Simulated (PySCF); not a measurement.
**Solver options tried on TeC⁺**

Do solver options change the result for TeC⁺, or only the number of cycles?

Method: method and basis as typed in the scripts; program: PySCF 2.14.0.

4 further runs of the same task are left out: 2 for a known fault of the program, 2 that didn't finish.

## 1. Where the work starts

TeC⁺: 2 atoms, charge 1, spin multiplicity 2.

Bond lengths: Te1–C2 1.917 Å.

## 2. The base run

input.py

```python
from pyscf import gto, scf, mp

mol = gto.M(
    atom='Te 0 0 0; C 0 0 1.917',
    basis='3-21g',
    charge=1,
    spin=1,
    verbose=4,
)
mf = scf.UHF(mol)
mf.kernel()
mp.MP2(mf, frozen=19).kernel()
mf.dip_moment()
print('orbital energies (hartree):', [e[max(0, n-3):n+3].round(4) for e, n in zip(mf.mo_energy, mol.nelec)])
```

Started as:

```console
OMP_NUM_THREADS=1 python input.py
```

The log of this run is left out.

Base result: E(SCF) = -6619.870944 Eh, 15 cycles, E(MP2) − E(SCF) = -0.16628 Eh, ⟨S²⟩ = 0.814.

No relativity is included for the heavy element. The bond length is a typed value, not an optimised one. The dipole of an ion depends on the origin.

## 3. Second-order solver on

Variant 1 changes second-order solver: off → on.

input.py

```python
from pyscf import gto, scf, mp

mol = gto.M(
    atom='Te 0 0 0; C 0 0 1.917',
    basis='3-21g',
    charge=1,
    spin=1,
    verbose=4,
)
mf = scf.UHF(mol)
mf = mf.newton()
mf.kernel()
mp.MP2(mf, frozen=19).kernel()
mf.dip_moment()
print('orbital energies (hartree):', [e[max(0, n-3):n+3].round(4) for e, n in zip(mf.mo_energy, mol.nelec)])
```

Started as:

```console
OMP_NUM_THREADS=1 python input.py
```

## 4. Convergence threshold 1e-13 hartree

Variant 2 changes convergence threshold: default → 1e-13 hartree.

input.py, as its differences from that of step 2:

```diff
@@ -10,2 +10,3 @@
 mf = scf.UHF(mol)
+mf.conv_tol = 1e-13
 mf.kernel()
```

## 5. Initial guess 1e

Variant 3 changes initial guess: minao → 1e.

input.py, as its differences from that of step 2:

```diff
@@ -10,2 +10,3 @@
 mf = scf.UHF(mol)
+mf.init_guess = '1e'
 mf.kernel()
```

## 6. Convergence threshold 1e-16 hartree

Variant 4 changes convergence threshold: default → 1e-16 hartree.

input.py, as its differences from that of step 2:

```diff
@@ -10,2 +10,3 @@
 mf = scf.UHF(mol)
+mf.conv_tol = 1e-16
 mf.kernel()
```

What does the calculation give? Wanted: for each run, E(SCF); from base; gap, α spin; after the SCF.

The runs gave:

```
                                run  E(SCF) (hartree)  from base (eV)   cycles  gap, α spin (eV)                           after the SCF
                               base      -6619.870944               0       15             10.81  MP2 correlation -4.525 eV, core frozen
             second-order solver on      -6619.945833         -2.0379  4 macro             12.60  MP2 correlation -1.795 eV, core frozen
convergence threshold 1e-13 hartree      -6619.870944          0.0000       18             10.81  MP2 correlation -4.525 eV, core frozen
                   initial guess 1e      -6619.870944          0.0000       17             10.81  MP2 correlation -4.525 eV, core frozen
convergence threshold 1e-16 hartree      -6619.870944          0.0000       18             10.81  MP2 correlation -4.525 eV, core frozen
```

Distance from each run's final energy (log10 hartree) by cycle:

| run | cycle 1 | cycle 2 | cycle 3 | cycle 5 | cycle 8 | cycle 12 |
| --- | --- | --- | --- | --- | --- | --- |
| base | -0.7 | -0.3 | -2.3 | -2.1 | -4.3 | -7.9 |
| second-order solver on | -1.6 | -3.2 | < -11 | done | done | done |
| convergence threshold 1e-13 hartree | -0.7 | -0.3 | -2.3 | -2.1 | -4.3 | -7.9 |
| initial guess 1e | 0.7 | 0.6 | 0.5 | 0.3 | -3.7 | -4.3 |
| convergence threshold 1e-16 hartree | -0.7 | -0.3 | -2.3 | -2.1 | -4.3 | -7.9 |

**Reading.** With convergence threshold 1e-13 hartree or initial guess 1e or convergence threshold 1e-16 hartree the SCF ends at the base energy. With second-order solver on the SCF ends in another solution, 2.04 eV lower: the path to self-consistency decides the state here.
